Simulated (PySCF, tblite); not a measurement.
**C₅H₁₂BNO: geometry, infrared bands, NMR shifts and electronic excitations**

Aim: predict the infrared bands, NMR shifts and electronic excitations of C₅H₁₂BNO (`C=C(C)B(O)N(C)C`).

Programs: tblite 0.8.0 and PySCF 2.14.0, with density-fitted response routines of our own. Each step states its level of theory. These are calculated values for one molecule in the gas phase, unless marked as measured. Atoms count from 0, in the outputs and in this text.

## Step 1: Starting geometry

20 atoms, charge 0, multiplicity 1; geometry from: GFN2-xTB.

Bonds of the start (Å): C0–C1 1.33, C1–C2 1.51, C1–B3 1.59, B3–O4 1.37, B3–N5 1.40, N5–C6 1.45, N5–C7 1.44, C0–H8 1.08, C0–H9 1.08, C2–H10 1.09, C2–H11 1.09, C2–H12 1.09, O4–H13 0.96, C6–H14 1.09, C6–H15 1.09, C6–H16 1.09, C7–H17 1.09, C7–H18 1.10, C7–H19 1.10.

## Step 2: Vibrational analysis with GFN2-xTB

What the job is given:

```
{"job": {"kind": "ir", "xc": "GFN2-xTB", "basis": "xTB"}, "charge": 0, "multiplicity": 1}
C      1.792463    -1.414001     0.619451
C      1.367910    -0.365032    -0.071911
C      2.045032     0.028011    -1.357942
B      0.167171     0.563932     0.412688
O      0.395261     1.677181     1.181370
N     -1.153566     0.281966     0.049644
C     -2.268677     1.107600     0.455422
C     -1.558728    -0.855244    -0.739925
H      1.323045    -1.709722     1.543366
H      2.621517    -2.027301     0.295307
H      2.860973    -0.650878    -1.601311
H      1.323877     0.023448    -2.174585
H      2.441128     1.040687    -1.280746
H      1.312446     1.809165     1.412559
H     -2.966740     0.535209     1.075052
H     -2.810492     1.478198    -0.420789
H     -1.891634     1.949838     1.027331
H     -0.690234    -1.459016    -0.989917
H     -2.269444    -1.474767    -0.182572
H     -2.046456    -0.528595    -1.665225
```

The log of the run:

```text
mode    cm-1     km/mol
  1      13.1      0.15
  2      88.0      0.06
  3     124.9      0.51
  4     147.3      0.17
  5     155.0      0.13
  6     179.6      0.04
  7     191.8      0.92
  8     255.6      2.81
  9     291.1      9.46
 10     318.3      1.09
 11     386.8      3.47
 12     477.5      6.31
 13     489.1     78.36
 14     515.1      3.77
 15     582.4     91.05
 16     647.4      1.92
 17     700.6      0.53
 18     890.2     52.13
 19     905.9     29.86
 20     965.2     16.26
 21    1009.2     47.72
 22    1014.7     48.85
 23    1040.7      2.07
 24    1052.6      9.88
 25    1095.0      0.16
 26    1123.5    147.72
 27    1137.1      3.11
 28    1185.8    161.31
 29    1224.8     17.89
 30    1256.1    127.57
 31    1395.2      0.75
 32    1403.9     11.16
 33    1409.7     32.94
 34    1426.7      9.71
 35    1452.8    175.96
 36    1474.6      1.34
 37    1480.3      4.40
 38    1484.0      9.99
 39    1490.0      8.72
 40    1492.9      2.59
 41    1515.7     84.40
 42    1697.9      7.35
 43    2909.4     60.17
 44    2918.4     46.51
 45    2937.5     27.05
 46    2945.9    124.22
 47    2993.7     36.56
 48    3010.0     44.03
 49    3013.4     32.13
 50    3043.0     22.71
 51    3055.4     69.77
 52    3061.3     12.41
 53    3103.8     53.45
 54    3660.7     15.12
```

The strongest bands and the atoms that carry them (share of the mass-weighted mode):

```csv
cm⁻¹,km/mol,atoms
489,78.4,H13 87 %
582,91.0,B3 74 %
1124,147.7,"B3 32 %, O4 12 %"
1186,161.3,B3 37 %
1256,127.6,"C1 35 %, B3 25 %"
1453,176.0,"N5 26 %, B3 22 %"
1516,84.4,"H18 20 %, H19 19 %, N5 17 %, H14 14 %"
2946,124.2,"H15 40 %, H14 35 %, H18 13 %"
```

## Step 3: Geometry optimisation at PBE0-D3(BJ)/def2-SVP

Settings changed since step 2:

```diff
@@ -1,2 +1,2 @@
-{"job": {"kind": "ir", "xc": "GFN2-xTB", "basis": "xTB"}, "charge": 0, "multiplicity": 1}
+{"job": {"xc": "PBE0", "basis": "def2-SVP", "d3": "d3bj", "grid": 1, "kind": "geom"}, "charge": 0, "multiplicity": 1}
 C      1.792463    -1.414001     0.619451
```

The log of the run:

```text
step   0  E = -351.99008665  max force = 0.015595
step   1  E = -351.99231567  max force = 0.002477
step   2  E = -351.99235452  max force = 0.000588
step   3  E = -351.99236376  max force = 0.000545
step   4  E = -351.99237565  max force = 0.000385
optimisation converged
```

Wall time 1.8 min (1 thread, shared host).

The steps of the relaxation:

| step | energy from step 0 (eV) | largest force component (eV/Å) |
| --- | --- | --- |
| 0 | 0.0000 | 0.8019 |
| 1 | -0.0607 | 0.1274 |
| 2 | -0.0617 | 0.0302 |
| 3 | -0.0620 | 0.0280 |
| 4 | -0.0623 | 0.0198 |

Distances of close pairs at the start and the end, largest changes first:

| bond | before (Å) | after (Å) | change (Å) |
| --- | --- | --- | --- |
| C0–H8 | 1.078 | 1.095 | +0.017 |
| C0–H9 | 1.081 | 1.097 | +0.016 |
| C0–C1 | 1.326 | 1.341 | +0.014 |
| C2–H11 | 1.089 | 1.103 | +0.014 |
| C2–H12 | 1.090 | 1.103 | +0.013 |
| C2–H10 | 1.089 | 1.101 | +0.012 |
| B3–N5 | 1.398 | 1.410 | +0.011 |
| C6–H16 | 1.086 | 1.097 | +0.011 |

The end geometry stands in the next job.

```
                         at the end point                value
  point group (found at 0.08 Å tolerance)                   C1
rotational constants (GHz, main isotopes)  2.820, 1.422, 1.191
                        dipole moment (D)                 0.56
```

## Step 4: Nuclear shieldings: PBE0/pcSseg-1

What the job is given:

```
{"job": {"kind": "nmr", "xc": "PBE0", "basis": "pcSseg-1"}, "charge": 0, "multiplicity": 1}
C      1.828453    -1.357154     0.564160
C      1.382372    -0.326538    -0.168004
C      2.038957     0.061116    -1.464940
B      0.170985     0.570478     0.325187
O      0.413178     1.689514     1.090521
N     -1.165119     0.288841    -0.025544
C     -2.258328     1.124949     0.403712
C     -1.556923    -0.834603    -0.833671
H      1.351361    -1.645997     1.506587
H      2.687689    -1.962704     0.249722
H      2.889239    -0.591857    -1.715844
H      1.316259     0.022747    -2.297666
H      2.403005     1.102154    -1.430778
H      1.344239     1.764107     1.313352
H     -2.981389     0.555843     1.016760
H     -2.812275     1.536271    -0.460297
H     -1.878143     1.961359     1.002447
H     -0.680513    -1.440865    -1.096871
H     -2.270433    -1.487314    -0.297060
H     -2.052884    -0.510182    -1.767900
```

Level: GIAO PBE0/pcSseg-1 NMR shielding, non-relativistic, gas phase.

The log of the run:

```text
coarse grid: 16104 points
cycle   1  E = -352.0351850668  dE =  7.976e-01  |g| = 7.058e-01  |ddm| = 3.755e+00
cycle   2  E = -351.9569780329  dE =  7.821e-02  |g| = 9.760e-01  |ddm| = 1.285e+00
cycle   3  E = -352.1361565935  dE = -1.792e-01  |g| = 1.159e-01  |ddm| = 7.923e-01
cycle   4  E = -352.1387914495  dE = -2.635e-03  |g| = 3.647e-02  |ddm| = 1.142e-01
cycle   5  E = -352.1390706887  dE = -2.792e-04  |g| = 1.274e-02  |ddm| = 3.278e-02
cycle   6  E = -352.1391017042  dE = -3.102e-05  |g| = 3.452e-03  |ddm| = 9.818e-03
cycle   7  E = -352.1391041775  dE = -2.473e-06  |g| = 6.084e-04  |ddm| = 2.893e-03
final grid: 153912 points
cycle   8  E = -352.1915273139  dE = -4.137e-05  |g| = 9.449e-03  |ddm| = 2.826e-02
cycle   9  E = -352.1915124352  dE =  1.488e-05  |g| = 1.273e-02  |ddm| = 1.700e-02
cycle  10  E = -352.1915484764  dE = -3.604e-05  |g| = 1.822e-03  |ddm| = 9.868e-03
cycle  11  E = -352.1915491384  dE = -6.620e-07  |g| = 1.579e-04  |ddm| = 1.229e-03
cycle  12  E = -352.1915491424  dE = -4.020e-09  |g| = 8.349e-05  |ddm| = 2.084e-04
cycle  13  E = -352.1915491440  dE = -1.520e-09  |g| = 3.394e-05  |ddm| = 1.042e-04
cycle  14  E = -352.1915491442  dE = -2.731e-10  |g| = 8.068e-06  |ddm| = 3.075e-05
converged SCF energy = -352.1915491442

GIAO shielding tensors (ppm)
atom      isotropic    diamagn.    paramagn.     s11        s22        s33       span
  0 C       57.874     255.006    -197.132    -53.848     80.628    146.842    200.690
  1 C       27.692     265.199    -237.507    -98.120      6.968    174.228    272.349
  2 C      158.617     247.092     -88.475    143.980    148.118    183.754     39.774
  3 B       71.751     196.407    -124.656     48.114     69.139     98.000     49.887
  4 O      212.067     388.949    -176.882    121.553    239.161    275.487    153.934
  5 N      180.280     326.608    -146.328     95.805    215.403    229.633    133.829
  6 C      149.098     243.036     -93.938    123.498    140.232    183.565     60.067
  7 C      144.597     247.047    -102.450    124.718    126.694    182.378     57.660
  8 H       26.141      33.137      -6.997     22.692     24.944     30.786      8.094
  9 H       25.769      31.016      -5.247     22.571     25.339     29.396      6.825
 10 H       29.574      29.458       0.117     26.353     27.804     34.567      8.214
 11 H       29.330      30.595      -1.265     25.260     29.074     33.657      8.397
 12 H       29.391      29.428      -0.037     25.470     28.258     34.444      8.974
 13 H       28.315      33.264      -4.949     22.243     26.087     36.614     14.371
 14 H       29.107      28.290       0.817     24.712     26.718     35.891     11.180
 15 H       29.137      28.115       1.023     24.759     26.800     35.853     11.094
 16 H       27.352      29.216      -1.864     21.940     28.191     31.926      9.987
 17 H       28.065      32.571      -4.506     23.026     29.639     31.530      8.504
 18 H       28.948      30.286      -1.338     25.180     26.334     35.329     10.149
 19 H       28.932      30.126      -1.194     25.280     26.289     35.227      9.947
```

Run time: 53 s. Hardware: 1 thread, shared host.

The references, computed at this level on geometries of the same kind, shield at (ppm): ¹H TMS 31.27, ¹³C TMS 184.4, ¹⁵N NH3 265.7, ¹⁷O H2O 334.6, ¹¹B BF3·OEt2 100.7. Their shielding less the atom's gives the shift. The references are single molecules in the gas phase, so shifts against H2O, NH3, PH3, H3PO4 or CFCl3 are not on the usual liquid scales and can be off by tens of ppm. Atoms listed in one row are averaged.

```csv
atoms,environment,σ (ppm),δ (ppm),δ scaled to CDCl3
C1,fully substituted alkene carbon,27.7,156.7,151.7
C0,terminal =CH2 carbon,57.9,126.5,122.4
"C6, C7",methyl carbon bonded to N,146.8,37.6,36.0
C2,allylic methyl carbon,158.6,25.8,24.5
H9,hydrogen on a terminal =CH2 carbon,25.77,5.50,5.43
H8,hydrogen on a terminal =CH2 carbon,26.14,5.13,5.07
H13,hydrogen on an oxygen bonded to B,28.31,2.95,–
"H14, H15, H16, H17, H18, H19",hydrogen on a methyl carbon bonded to N,28.59,2.68,2.75
"H10, H11, H12",hydrogen on an allylic methyl carbon,29.43,1.84,1.96
B3,"boron bonded to C, N, O",71.8,29.0,–
O4,"oxygen bonded to B, H",212.1,122.5,–
N5,"nitrogen bonded to 2 C, B",180.3,85.4,–
```

The scaled column applies a straight-line fit of computed shieldings to shifts measured in CDCl3 (root-mean-square error 0.21 ppm for H, 2.0 ppm for C).

Charges from the same density, by scheme (e):

| atoms | Mulliken | IAO | Hirshfeld | ESP fit |
| --- | --- | --- | --- | --- |
| C0 | -0.13 | -0.32 | -0.11 | -0.63 |
| C1 | -0.58 | -0.12 | -0.06 | 0.21 |
| C2 | -0.20 | -0.40 | -0.12 | -0.49 |
| B3 | 0.68 | 0.35 | 0.20 | 0.25 |
| O4 | -0.42 | -0.55 | -0.26 | -0.62 |
| N5 | -0.66 | -0.25 | -0.12 | 0.05 |
| C6, C7 | -0.09 | -0.29 | -0.07 | -0.37 |

Mayer bond orders: C0–C1 1.99, C1–C2 1.06, C1–B3 0.83, B3–O4 1.20, B3–N5 1.18, N5–C6 0.96, N5–C7 0.98.

## Step 5: Excited states and response: B3LYP/def2-SVPD

Settings changed since step 4:

```diff
@@ -1,2 +1,2 @@
-{"job": {"kind": "nmr", "xc": "PBE0", "basis": "pcSseg-1"}, "charge": 0, "multiplicity": 1}
+{"job": {"kind": "uv", "xc": "B3LYP", "basis": "def2-SVPD", "ip": true}, "charge": 0, "multiplicity": 1}
 C      1.828453    -1.357154     0.564160
```

Method: TDDFT B3LYP/def2-SVPD, vertical, gas phase, core orbitals frozen in the response.

The log of the run:

```text
coarse grid: 16104 points
cycle   1  E = -352.2399584212  dE =  6.929e-01  |g| = 7.573e-01  |ddm| = 9.737e+00
cycle   2  E = -352.0713626249  dE =  1.686e-01  |g| = 1.198e+00  |ddm| = 2.730e+00
cycle   3  E = -352.3611771981  dE = -2.898e-01  |g| = 1.430e-01  |ddm| = 1.408e+00
cycle   4  E = -352.3653505064  dE = -4.173e-03  |g| = 4.757e-02  |ddm| = 2.797e-01
cycle   5  E = -352.3658534404  dE = -5.029e-04  |g| = 1.657e-02  |ddm| = 9.533e-02
cycle   6  E = -352.3659081936  dE = -5.475e-05  |g| = 4.710e-03  |ddm| = 2.534e-02
cycle   7  E = -352.3659131163  dE = -4.923e-06  |g| = 7.553e-04  |ddm| = 9.276e-03
final grid: 153912 points
cycle   8  E = -352.4321756540  dE = -6.640e-05  |g| = 6.114e-03  |ddm| = 2.274e-01
cycle   9  E = -352.4321695427  dE =  6.111e-06  |g| = 7.899e-03  |ddm| = 2.780e-02
cycle  10  E = -352.4321853374  dE = -1.579e-05  |g| = 1.094e-03  |ddm| = 1.410e-02
cycle  11  E = -352.4321856027  dE = -2.653e-07  |g| = 2.446e-04  |ddm| = 1.870e-03
cycle  12  E = -352.4321856143  dE = -1.168e-08  |g| = 9.711e-05  |ddm| = 6.521e-04
cycle  13  E = -352.4321856163  dE = -1.916e-09  |g| = 3.416e-05  |ddm| = 1.889e-04
cycle  14  E = -352.4321856165  dE = -2.724e-10  |g| = 6.327e-06  |ddm| = 6.739e-05
converged SCF energy = -352.4321856165

Static polarisability (au): isotropic 90.136, principal 82.334 85.124 102.950

Singlet excitations
state   eV       nm        f      main configurations
  1   5.5398    223.8   0.00380   H->L 0.98
  2   5.7820    214.4   0.00244   H->L+1 0.96
  3   6.2084    199.7   0.01720   H-1->L 0.57, H-1->L+1 0.40
  4   6.4153    193.3   0.01521   H->L+2 0.95
  5   6.7099    184.8   0.09818   H->L+3 0.84
  6   6.8253    181.7   0.08003   H->L+4 0.71, H-2->L 0.12
  7   6.9195    179.2   0.04869   H-2->L 0.37, H->L+4 0.16, H-2->L+1 0.11
  8   6.9278    179.0   0.00921   H-1->L+3 0.77, H-1->L+4 0.09
  9   7.0218    176.6   0.14072   H-1->L+2 0.33, H-1->L+1 0.22, H-1->L 0.18
 10   7.1535    173.3   0.10472   H-1->L+2 0.46, H-1->L+4 0.19, H-1->L+1 0.14

Triplet excitations (Tamm-Dancoff, eV): 4.3037 5.4932 5.7218 5.8009
Vertical ionisation energy (delta-SCF) = 8.5411 eV
```

Run time: 5.6 min. Hardware: 1 thread, shared host.

Frontier orbitals and where they lie:

```
orbital     eV                       atoms
 HOMO−3  -9.63   O4 66 %, B3 11 %, H13 5 %
 HOMO−2  -8.29   C1 26 %, B3 17 %, O4 15 %
 HOMO−1  -7.03    C0 38 %, C1 34 %, C2 7 %
   HOMO  -6.50     N5 49 %, O4 9 %, C7 9 %
   LUMO  -0.09   C0 21 %, C1 18 %, B3 15 %
 LUMO+1   0.13   C1 19 %, C0 18 %, B3 16 %
 LUMO+2   0.79  C7 18 %, O4 17 %, H19 12 %
```

With each of the 10 states as a Gaussian band of 0.4 eV half-width at 1/e, the curve within the window shown has maxima at 178 nm (ε 17,000) L/(mol cm). Beyond the last state computed it falls off for lack of states. The curve at chosen wavelengths:

(nm, ε (L/mol/cm)): (166, 4993), (169, 8749), (173, 13888), (176, 16373), (179, 16912), (183, 14837), (186, 12057), (190, 8159), (193, 5732), (196, 3918), (200, 2341), (203, 1611), (206, 1130), (210, 732), (213, 551), (216, 432), (220, 332), (223, 278), (226, 233), (230, 179), (233, 142), (237, 98), (240, 72), (243, 50), (247, 30), (250, 19)

Ground-state properties from the same run:

| property | computed |
| --- | --- |
| dipole moment (D) | 0.70 |
| polarisability (Å³) | 13.36 |
| HOMO–LUMO gap (eV) | 6.41 |
| −ε(HOMO) (eV) | 6.50 |

## Step 6: NMR shieldings: KT3/pcSseg-1

Settings changed since step 5:

```diff
@@ -1,2 +1,2 @@
-{"job": {"kind": "uv", "xc": "B3LYP", "basis": "def2-SVPD", "ip": true}, "charge": 0, "multiplicity": 1}
+{"job": {"kind": "nmr", "xc": "KT3", "basis": "pcSseg-1", "pop": false}, "charge": 0, "multiplicity": 1}
 C      1.828453    -1.357154     0.564160
```

With the program's defaults for keys left out, this is: GIAO KT3/pcSseg-1 NMR shielding, non-relativistic, gas phase.

The log of the run:

```text
coarse grid: 16104 points
cycle   1  E = -357.8826106774  dE =  6.529e-01  |g| = 9.071e-01  |ddm| = 3.833e+00
cycle   2  E = -357.4736659812  dE =  4.089e-01  |g| = 1.637e+00  |ddm| = 2.382e+00
cycle   3  E = -358.0486001301  dE = -5.749e-01  |g| = 2.613e-01  |ddm| = 1.757e+00
cycle   4  E = -358.0636267292  dE = -1.503e-02  |g| = 8.886e-02  |ddm| = 2.916e-01
cycle   5  E = -358.0650106001  dE = -1.384e-03  |g| = 4.689e-02  |ddm| = 9.457e-02
cycle   6  E = -358.0654965146  dE = -4.859e-04  |g| = 1.261e-02  |ddm| = 4.516e-02
cycle   7  E = -358.0655310830  dE = -3.457e-05  |g| = 6.155e-03  |ddm| = 1.491e-02
cycle   8  E = -358.0655400308  dE = -8.948e-06  |g| = 1.368e-03  |ddm| = 5.436e-03
final grid: 153912 points
cycle   9  E = -358.0830302103  dE = -2.200e-04  |g| = 1.298e-02  |ddm| = 5.072e-02
cycle  10  E = -358.0829417235  dE =  8.849e-05  |g| = 2.448e-02  |ddm| = 2.603e-02
cycle  11  E = -358.0830599093  dE = -1.182e-04  |g| = 2.399e-03  |ddm| = 1.886e-02
cycle  12  E = -358.0830613160  dE = -1.407e-06  |g| = 9.101e-04  |ddm| = 2.662e-03
cycle  13  E = -358.0830615092  dE = -1.932e-07  |g| = 2.653e-04  |ddm| = 8.794e-04
cycle  14  E = -358.0830615274  dE = -1.827e-08  |g| = 6.437e-05  |ddm| = 3.026e-04
cycle  15  E = -358.0830615282  dE = -7.177e-10  |g| = 3.535e-05  |ddm| = 7.282e-05
cycle  16  E = -358.0830615284  dE = -2.669e-10  |g| = 3.820e-06  |ddm| = 2.805e-05
converged SCF energy = -358.0830615284

GIAO shielding tensors (ppm)
atom      isotropic    diamagn.    paramagn.     s11        s22        s33       span
  0 C       67.573     254.469    -186.896    -30.159     88.688    144.189    174.348
  1 C       39.227     265.069    -225.842    -70.447     18.836    169.291    239.739
  2 C      156.318     247.493     -91.175    141.454    145.847    181.654     40.200
  3 B       75.518     198.603    -123.085     56.271     72.613     97.669     41.398
  4 O      207.359     388.698    -181.338    119.531    237.930    264.617    145.086
  5 N      175.531     327.069    -151.538     99.981    206.768    219.843    119.862
  6 C      146.993     243.596     -96.602    120.724    138.784    181.472     60.748
  7 C      142.279     247.693    -105.414    121.581    124.885    180.372     58.792
  8 H       26.390      33.720      -7.330     23.229     25.137     30.805      7.576
  9 H       26.049      31.094      -5.045     23.065     25.675     29.407      6.342
 10 H       29.725      29.421       0.304     26.841     27.966     34.367      7.526
 11 H       29.383      31.214      -1.831     25.516     29.141     33.491      7.975
 12 H       29.435      29.682      -0.247     25.695     28.377     34.232      8.537
 13 H       28.521      33.587      -5.066     22.970     26.419     36.174     13.204
 14 H       29.123      28.354       0.769     24.869     26.869     35.631     10.762
 15 H       29.155      28.136       1.020     24.935     26.935     35.596     10.660
 16 H       27.399      29.678      -2.279     22.171     28.133     31.893      9.722
 17 H       28.052      33.319      -5.267     23.263     29.640     31.252      7.989
 18 H       28.968      30.362      -1.395     25.322     26.487     35.095      9.773
 19 H       28.937      30.176      -1.239     25.351     26.490     34.968      9.617
```

Wall time 71 s (1 thread, shared host).

Key values: δ C1 143.1, C0 114.7, C6 37.7, C2 26.0, H9 5.27, H8 4.93 ppm (means over like atoms).

## Step 7: Comparing the runs: NMR shifts

Shifts (ppm) of some atoms, chosen among heavy atoms and hydrogens apart, with basis size and wall time:

| run | C1 | C0 | H9 | H8 | B3 | O4 | N5 | functions | time |
| --- | --- | --- | --- | --- | --- | --- | --- | --- | --- |
| PBE0/pcSseg-1 | 156.7 | 126.5 | 5.50 | 5.13 | 29.0 | 122.5 | 85.4 | 196 | 53 s |
| KT3/pcSseg-1 | 143.1 | 114.7 | 5.27 | 4.93 | 25.0 | 121.7 | 86.5 | 196 | 71 s |

## Step 8: Outcome

| quantity | value |
| --- | --- |
| strongest single infrared mode (GFN2-xTB) | 1453 cm⁻¹, 176 km/mol |
| zero-point energy (GFN2-xTB) | 105.6 kcal/mol |
| point group | C1 |
| rotational constants (main isotopes) | 2.82, 1.42, 1.19 GHz |
| ¹³C shifts against TMS (PBE0/pcSseg-1, means over atoms taken as alike) | 156.7, 126.5, 37.6, 25.8 ppm |
| ¹H shifts against TMS (PBE0/pcSseg-1, means over atoms taken as alike) | 5.50, 5.13, 2.95, 2.68, 1.84 ppm |
| ¹¹B shifts against BF3·OEt2 (PBE0/pcSseg-1) | 29.0 ppm |
| ¹⁷O shifts against H2O (PBE0/pcSseg-1) | 122.5 ppm |
| ¹⁵N shifts against NH3 (PBE0/pcSseg-1) | 85.4 ppm |
| lowest singlet (B3LYP/def2-SVPD) | 5.54 eV (224 nm), f = 0.004 |
| brightest single state of those computed | state 9, 7.02 eV, f = 0.141 |
| lowest triplet | 4.30 eV |
| vertical ionisation energy (ΔSCF) | 8.54 eV |
| range of the shift of C1 | 143.1 to 156.7 ppm |

**Reading.** All 54 modes are real, so the xTB geometry is a minimum. The strongest single mode, at 1453 cm⁻¹, is spread over many atoms; the largest shares are those of N5, B3. GFN2-xTB is a fitted tight-binding method: band positions and strengths are rough. Its intensities can rank the bands wrongly. Over 4 steps the energy fell by 0.062 eV; of the close pairs, C0–H8 changed most, 1.078 to 1.095 Å. At PBE0/pcSseg-1: The widest tensor belongs to C1: span 272 ppm, with a paramagnetic part of -238 ppm. The first singlet state (HOMO→LUMO 0.98) lies at 5.54 eV and is weak; of the 10 states computed, the strongest absorption comes from state 9 at 7.02 eV (the last state computed is bright too, and its partners may lie past the list). The lowest triplet lies 1.24 eV below the lowest singlet (triplets in Tamm-Dancoff, singlets in full TDDFT). ΔSCF puts the ionisation energy at 8.54 eV, 2.04 eV above −ε(HOMO). Across the 2 runs the shift of C1 moves most, between 143.1 (KT3/pcSseg-1) and 156.7 ppm (PBE0/pcSseg-1).
